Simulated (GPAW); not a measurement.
# BiTe (Fm-3m) in GPAW: a series of runs

One crystal, BiTe, is run at these levels: RPBE, PBEsol; tasks: single point.

Program: GPAW 26.7.0. These are calculated values, not measurements. Logs are shortened: lines on timing, memory, paths and dates and some standing lists are left out, and cuts for length are marked. The log counts tension as positive stress, the text compression.

## 1. The structure

It takes space group Fm-3m (No. 225, cubic). Conventional cell: a = 6.470 Å, b = 6.470 Å, c = 6.470 Å, α = 90.00°, β = 90.00°, γ = 90.00°. Bi (site symmetry m-3m) has 6 Te at 3.23 Å as nearest neighbours. Te (site symmetry m-3m) has 6 Bi at 3.23 Å as nearest neighbours.

## 2. Single point, RPBE (the cell as VASP's run set it)

Contents of run.py:

```python
from ase.dft.bandgap import bandgap
from ase.io import read, write
from ase.units import Bohr, GPa
from gpaw import GPAW, PW
from gpaw.elf import elf_from_dft_calculation

atoms = read('BiTe.xyz')

calc = GPAW(mode=PW(600),
            xc='RPBE',
            kpts={'size': (7, 7, 7), 'gamma': True},
            occupations={'name': 'methfessel-paxton', 'order': 0, 'width': 0.1},
            nbands=20,
            convergence={'density': 1e-05, 'energy': 1e-05},
            maxiter=150,
            txt='gpaw.txt')
atoms.calc = calc
energy = atoms.get_potential_energy()
forces = atoms.get_forces()
stress = atoms.get_stress()
calc.write('gs.gpw')
write('result.traj', atoms)
print(f'Energy: {energy:.6f} eV')
print('Forces (eV/A):')
print(forces.round(4))
print('Stress (GPa):', (stress / GPa).round(3))
print('Fermi level:', round(calc.get_fermi_level(), 4), 'eV')
print(f'Gap: {bandgap(calc)[0]:.4f} eV, direct: {bandgap(calc, direct=True)[0]:.4f} eV')

# fields on the real-space grid
write('density.cube', atoms, data=calc.get_pseudo_density() * Bohr**3)
write('potential.cube', atoms, data=calc.get_electrostatic_potential())
write('elf.cube', atoms, data=elf_from_dft_calculation(calc).data)
```

Contents of BiTe.xyz:

```xyz
2
Lattice="4.5749808700 0.0000000000 0.0000000000 2.2874904350 3.9620496552 0.0000000000 2.2874904350 1.3206832184 3.7354562382" Properties=species:S:1:pos:R:3 pbc="T T T"
Bi     0.0000000000      0.0000000000      0.0000000000
Te     4.5749808700      2.6413664368      1.8677281191
```

Potentials or basis: the program's PAW data sets (release 1.2.1) made for this functional, pw.

Started as:

```
$ OMP_NUM_THREADS=1 python run.py
```

gpaw.txt:

```text
__  _  _
 | _ |_)|_||  |
 |__||  | ||/\| - 26.7.0

Input parameters:
  mode=PW(ecut=600.0),
  convergence={'density': 1e-05, 'energy': 1e-05},
  kpts=MonkhorstPack(size=(7, 7, 7), gamma=True),
  maxiter=150,
  nbands=20,
  occupations=Occupations(name='methfessel-paxton', order=0, width=0.1),
  xc=XC(name='RPBE')

Diagonalizing LCAO Hamiltonian
Converting LCAO to pw mode

                    Te

       Bi

Atoms  # Å, Bohr magnetons
|   | symbol |        x |        y |        z |    initial magnetic moments |
|---|--------|----------|----------|----------|-----------------------------|
| 0 |     Bi | 0.000000 | 0.000000 | 0.000000 | ( 0.0000,  0.0000,  0.0000) |
| 1 |     Te | 4.574981 | 2.641366 | 1.867728 | ( 0.0000,  0.0000,  0.0000) |

Unit cell  # Å
| periodic |        x |        y |        z |  lengths |    angles |
|----------|----------|----------|----------|----------|-----------|
|      yes | 4.574981 | 0.000000 | 0.000000 | 4.574981 | 60.000000 |
|      yes | 2.287490 | 3.962050 | 0.000000 | 4.574981 | 60.000000 |
|      yes | 2.287490 | 1.320683 | 3.735456 | 4.574981 | 60.000000 |

Number of symmetries: 48
Symmetry operations  # r_c * U_cc + t_c -> r_c
|    | kind |            matrix            |
|----|------|------------------------------|
|  0 |  σ   |  1, 0, 0,  1, 0,-1,  1,-1, 0 |
|  1 |  C2  |  1, 0, 0,  1,-1, 0,  1, 0,-1 |
|  2 |  E   |  1, 0, 0,  0, 1, 0,  0, 0, 1 |
|  3 |  σ   |  1, 0, 0,  0, 0, 1,  0, 1, 0 |
|  4 |  C4  |  1, 0,-1,  1, 0, 0,  1,-1, 0 |
|  5 |  S6  |  1, 0,-1,  1,-1, 0,  1, 0, 0 |
|  6 |  σ   |  1, 0,-1,  0, 1,-1,  0, 0,-1 |
|  7 |  C3  |  1, 0,-1,  0, 0,-1,  0, 1,-1 |
|  8 |  S6  |  1,-1, 0,  1, 0, 0,  1, 0,-1 |
|  9 |  C4  |  1,-1, 0,  1, 0,-1,  1, 0, 0 |
| 10 |  C3  |  1,-1, 0,  0,-1, 1,  0,-1, 0 |
| 11 |  σ   |  1,-1, 0,  0,-1, 0,  0,-1, 1 |
| 12 |  σ   |  0, 1, 0,  1, 0, 0,  0, 0, 1 |
| 13 |  C4  |  0, 1, 0,  0, 1,-1, -1, 1, 0 |
| 14 |  C3  |  0, 1, 0,  0, 0, 1,  1, 0, 0 |
| 15 |  S6  |  0, 1, 0, -1, 1, 0,  0, 1,-1 |
| 16 |  C2  |  0, 1,-1,  1, 0,-1,  0, 0,-1 |
| 17 |  σ   |  0, 1,-1,  0, 1, 0, -1, 1, 0 |
| 18 |  S4  |  0, 1,-1,  0, 0,-1,  1, 0,-1 |
| 19 |  C4  |  0, 1,-1, -1, 1, 0,  0, 1, 0 |
| 20 |  C3  |  0, 0, 1,  1, 0, 0,  0, 1, 0 |
| 21 |  σ   |  0, 0, 1,  0, 1, 0,  1, 0, 0 |
| 22 |  S6  |  0, 0, 1,  0,-1, 1, -1, 0, 1 |
| 23 |  C4  |  0, 0, 1, -1, 0, 1,  0,-1, 1 |
| 24 |  S4  |  0, 0,-1,  1, 0,-1,  0, 1,-1 |
| 25 |  C3  |  0, 0,-1,  0, 1,-1,  1, 0,-1 |
| 26 |  C2  |  0, 0,-1,  0,-1, 0, -1, 0, 0 |
| 27 |  S6  |  0, 0,-1, -1, 0, 0,  0,-1, 0 |
| 28 |  S4  |  0,-1, 1,  1,-1, 0,  0,-1, 0 |
| 29 |  C4  |  0,-1, 1,  0, 0, 1, -1, 0, 1 |
| 30 |  C2  |  0,-1, 1,  0,-1, 0,  1,-1, 0 |
| 31 |  σ   |  0,-1, 1, -1, 0, 1,  0, 0, 1 |
| 32 |  C3  |  0,-1, 0,  1,-1, 0,  0,-1, 1 |
| 33 |  S6  |  0,-1, 0,  0, 0,-1, -1, 0, 0 |
| 34 |  S4  |  0,-1, 0,  0,-1, 1,  1,-1, 0 |
| 35 |  C2  |  0,-1, 0, -1, 0, 0,  0, 0,-1 |
| 36 |  C2  | -1, 1, 0,  0, 1, 0,  0, 1,-1 |
| 37 |  S6  | -1, 1, 0,  0, 1,-1,  0, 1, 0 |
| 38 |  S4  | -1, 1, 0, -1, 0, 1, -1, 0, 0 |
| 39 |  C3  | -1, 1, 0, -1, 0, 0, -1, 0, 1 |
| 40 |  S6  | -1, 0, 1,  0, 0, 1,  0,-1, 1 |
| 41 |  C2  | -1, 0, 1,  0,-1, 1,  0, 0, 1 |
| 42 |  C3  | -1, 0, 1, -1, 1, 0, -1, 0, 0 |
| 43 |  S4  | -1, 0, 1, -1, 0, 0, -1, 1, 0 |
| 44 |  C2  | -1, 0, 0,  0, 0,-1,  0,-1, 0 |
| 45 |  i   | -1, 0, 0,  0,-1, 0,  0, 0,-1 |
| 46 |  σ   | -1, 0, 0, -1, 1, 0, -1, 0, 1 |
| 47 |  C2  | -1, 0, 0, -1, 0, 1, -1, 1, 0 |

BZ-sampling:
  Number of BZ points: 343
  Number of IBZ points: 20

  Monkhorst-Pack size: [7, 7, 7]
  Monkhorst-Pack shift: [0, 0, 0]

K-points  # in reciprocal-cell coordinates
|     |                                coordinates |     weight |
|-----|--------------------------------------------|------------|
|   0 | (  0.00000000,   0.00000000,   0.00000000) | 0.00291545 |
|   1 | (  0.14285714,   0.14285714,   0.00000000) | 0.01749271 |
|   2 | (  0.14285714,   0.14285714,   0.14285714) | 0.02332362 |
|   3 | (  0.28571429,   0.14285714,   0.14285714) | 0.03498542 |
|   4 | (  0.28571429,   0.28571429,   0.00000000) | 0.01749271 |
|   5 | (  0.28571429,   0.28571429,   0.14285714) | 0.06997085 |
|   6 | (  0.28571429,   0.28571429,   0.28571429) | 0.02332362 |
|   7 | (  0.42857143,  -0.28571429,  -0.28571429) | 0.03498542 |
|   8 | (  0.42857143,   0.28571429,  -0.42857143) | 0.13994169 |
|   9 | (  0.42857143,   0.28571429,  -0.28571429) | 0.06997085 |
| ... |                                            |            |
|  19 | (  0.42857143,   0.42857143,   0.42857143) | 0.02332362 |

Plane wave coefficients: 2281
Cutoff: 600.0 eV

Spin-components: 1 (collinear spins)
Bands:           20
Projectors:      11
Spin-degeneracy: 2
Datatype:        complex128

Parallelization:
  kpt:    1
  domain: 1
  band:   1

Density:
  Valence electrons: 21.0
  Components: 1
  Grid points: [27 27 27]
  Charge: 0.0  # |e|

Potential:
  Grid points: [27 27 27]

species:
  Bi:
    name:    Bismuth
    Z:       83.0
    valence: 15
    core:    68
    charge:  0.0  # [|e|]
    compensation charges:
      type: gauss
      rc: 0.38  # [Å]
      lmax: 2
    cutoffs:
      filter: 2.23  # [Å]
      core: 2.33  # [Å]
    projectors
    | kind |    occ | energy [eV] | rcut [Å] |
    |------|--------|-------------|----------|
    |   6s |  2.000 |     -14.318 |    1.286 |
    |   6p |  3.000 |      -4.518 |    1.275 |
    |   5d | 10.000 |     -27.109 |    1.349 |
    |    s |        |      12.893 |    1.286 |
    |    p |        |      22.694 |    1.275 |
    |    d |        |       0.102 |    1.349 |

    Using partial waves for Bi as LCAO basis

  Te:
    name:    Tellurium
    Z:       52.0
    valence: 6
    core:    46
    charge:  0.0  # [|e|]
    compensation charges:
      type: gauss
      rc: 0.36  # [Å]
      lmax: 2
    cutoffs:
      filter: 2.09  # [Å]
      core: 3.17  # [Å]
    projectors
    | kind |    occ | energy [eV] | rcut [Å] |
    |------|--------|-------------|----------|
    |   5s |  2.000 |     -15.026 |    1.180 |
    |   5p |  4.000 |      -5.917 |    1.196 |
    |    s |        |      12.185 |    1.180 |
    |    p |        |      21.294 |    1.196 |
    |    d |        |       0.000 |    1.238 |

    Using partial waves for Te as LCAO basis

Reference energy: -769664.136105  # eV

eigensolver:
  PPCG
  Converge bands: occupied
  niter=2

density mixing:
  MSR1-Mixer
  Pratt-step length: 0.05
  Maximum mixing coefficient: 0.75
  Old densities: 10
  SVD Regularization: 0.005
  Good broyden scale: 1.0
  Trust region scale: 1.0
  Backstep threshold: 4.0
  History deletion threshold: 6.0
  Fourier metric: weight=20.0, sigma=0.015

occupation numbers:
  Methfessel-Paxton:
    width: 0.1000  # eV
    order: 0

poisson solver:
  ecut: 4800.0  # eV

xc functional:
  name: RPBE with 2 nearest neighbor stencil

convergence criteria:
- Maximum integral of absolute [dens]ity change: 1e-05 electrons / valence electron
- Maximum [total energy] change in last 3 cyles: 1e-05 eV / valence electron
- Maximum integral of absolute [eigenst]ate change: 4e-08 eV^2 / valence electron
maximum number of iterations: 150

SCF iterations
|iter     | |      energy | eigst |  dens |
|---------|-|-------------|-------|-------|
|iter:   1| |   -7.230329 | -0.42 |       |
|iter:   2| |   -7.230105 | -2.52 | -1.54 |
|iter:   3| |   -7.226759 | -3.06 | -1.58 |
|iter:   4| |   -7.230629 | -3.44 | -2.01 |
|iter:   5| |   -7.231488 | -4.04 | -2.38 |
|iter:   6| |   -7.231525 | -5.28 | -3.10 |
|iter:   7| |   -7.231530c| -6.41 | -3.87 |
|iter:   8| |   -7.231532c| -6.98 | -4.33 |
|iter:   9| |   -7.231532c| -7.79c| -5.02c|

Converged in 9 steps
Energy contributions relative to reference atoms: (reference = -769664.136105)

Energy contributions:
  Kinetic:          24.496257
  Coulomb:         -23.244383
  Zero:             -1.377041
  External:          0.000000
  Xc:               -7.098718
  Entropy:          -0.015294
  Spinorbit:         0.000000
  ----------------------------
  Free energy:      -7.239179
  Extrapolated:     -7.231532

dipole moment: (-35.577597, -20.540735, -14.524493)  # |e|*Ang

Fermi level: 6.573
Eigenvalues  # (at kpt = [0.000, 0.000, 0.000])
| band index |      eig [eV] | occ [0-2] |
|------------|---------------|-----------|
|          0 |       -16.880 |     2.000 |
|        ... |               |           |
|          2 |       -16.877 |     2.000 |
|          3 |       -16.877 |     2.000 |
|          4 |       -16.877 |     2.000 |
|          5 |        -6.924 |     2.000 |
|          6 |        -1.459 |     2.000 |
|          7 |         3.960 |     2.000 |
[... 8 lines left out ...]
|         16 |        12.790 |     0.000 |
|         17 |        13.188 |     0.000 |
|        ... |               |           |
|         19 |        13.205 |     0.000 |

No gap
No difference between direct/indirect transitions

Forces  # eV/Ang
|       x |        y |        z |
|---------|----------|----------|
| 0.00000 |  0.00000 |  0.00000 |  # Bi   0
| 0.00000 | -0.00000 | -0.00000 |  # Te   1

Stress tensor  # eV/Ang^3
|         x |         y |         z |
|-----------|-----------|-----------|
| -0.012695 | -0.000000 |  0.000000 |
|  0.000000 | -0.012695 | -0.000000 |
|  0.000000 |  0.000000 | -0.012695 |

# Writing to gs.gpw (mode='')
```

Run time: 21 s. Hardware: 1 thread of Arm Neoverse V1, shared host; peak memory 0.17 GiB.

Results:

```
Free energy            : -7.2392 eV
Pressure               : 2.0 GPa
Band gap on the k mesh : none (metal or under the smearing width)
```

Levels at points of the mesh, in eV from the Fermi level:
| k point | band 6 | band 7 | band 8 | band 9 | band 10 | band 11 | band 12 | band 13 | band 14 | band 15 |
| --- | --- | --- | --- | --- | --- | --- | --- | --- | --- | --- |
| (0.00, 0.00, 0.00) | -13.50 | -8.03 | -2.61 | -2.61 | -2.61 | 2.11 | 2.11 | 2.11 | 4.64 | 4.64 |

Caveat: spin-orbit coupling is left out, which moves the levels of the heavy elements.

(Continued in part 2 of 2.)
